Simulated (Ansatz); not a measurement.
# H10O2Si4: the cost of one run

Method: RKS BLYP/STO-3G, in Ansatz 0.2.0.

### Step 1. The structure to begin with

Bond lengths (14 of 15 bonds, heavy atoms first): Si1–O2 1.680 Å, O2–Si3 1.680 Å, Si1–O7 1.680 Å, Si1–Si9 2.218 Å, Si1–Si13 2.218 Å, Si3–H4 1.460 Å, Si3–H5 1.460 Å, Si3–H6 1.460 Å, O7–H8 1.010 Å, Si9–H10 1.460 Å, Si9–H11 1.460 Å, Si9–H12 1.460 Å, Si13–H14 1.460 Å, Si13–H15 1.460 Å. Angles (14 of 26 angles, heavy atoms first): Si1–O2–Si3 125.0°, O2–Si1–O7 109.4°, O2–Si1–Si9 109.5°, O2–Si1–Si13 109.5°, O7–Si1–Si9 109.5°, O7–Si1–Si13 109.5°, Si9–Si1–Si13 109.5°, O2–Si3–H4 109.5°, O2–Si3–H5 109.5°, O2–Si3–H6 109.5°, Si1–O7–H8 109.5°, Si1–Si9–H10 109.5°, Si1–Si9–H11 109.5°, Si1–Si9–H12 109.5°.

Coordinates:

```xyz
16

Si    0.0000    0.0000    0.0000
O     0.0000    0.0000    1.6800
Si   -1.3147   -0.4067    2.6436
H    -2.2390   -1.2403    1.8804
H    -0.8506   -1.1432    3.8157
H    -1.9987    0.8095    3.0733
O     1.5842    0.0000   -0.5594
H     1.9006   -0.9521   -0.6761
Si   -1.0456    1.8115   -0.7393
H    -2.4302    1.4780   -1.0607
H    -1.0215    2.8436    0.2931
H    -0.3743    2.3069   -1.9374
Si   -1.0456   -1.8115   -0.7393
H    -1.7029   -2.4846    0.3772
H    -2.0454   -1.4265   -1.7311
H    -0.0777   -2.7173   -1.3511
```

### Step 2. Relaxing the start

input.yaml

```yaml
crystal:
  periodic: [false, false, false]
  atoms:
    - { symbol: Si, position_ang: [0.0, 0.0, 0.0] }
    - { symbol: O, position_ang: [0.0, 0.0, 1.68] }
    - { symbol: Si, position_ang: [-1.3147, -0.4067, 2.6436] }
    - { symbol: H, position_ang: [-2.239, -1.2403, 1.8804] }
    - { symbol: H, position_ang: [-0.8506, -1.1432, 3.8157] }
    - { symbol: H, position_ang: [-1.9987, 0.8095, 3.0733] }
    - { symbol: O, position_ang: [1.5842, 0.0, -0.5594] }
    - { symbol: H, position_ang: [1.9006, -0.9521, -0.6761] }
    - { symbol: Si, position_ang: [-1.0456, 1.8115, -0.7393] }
    - { symbol: H, position_ang: [-2.4302, 1.478, -1.0607] }
    - { symbol: H, position_ang: [-1.0215, 2.8436, 0.2931] }
    - { symbol: H, position_ang: [-0.3743, 2.3069, -1.9374] }
    - { symbol: Si, position_ang: [-1.0456, -1.8115, -0.7393] }
    - { symbol: H, position_ang: [-1.7029, -2.4846, 0.3772] }
    - { symbol: H, position_ang: [-2.0454, -1.4265, -1.7311] }
    - { symbol: H, position_ang: [-0.0777, -2.7173, -1.3511] }
basis:
  gaussian: { orbitals: STO-3G }
hamiltonian:
  xc: blyp
relax:
  f_tol: 0.02
  max_steps: 40
```

Started as:

```bash
ansatz run input.yaml --threads 1 --pin off --max-ram 2048MiB --backend cpu --events-out ev --progress --plain --runs-dir out
```

What time and memory should one allow on 1 thread of Arm Neoverse V1, shared host?

About 2.4 min, with a peak of 0.13 GiB.
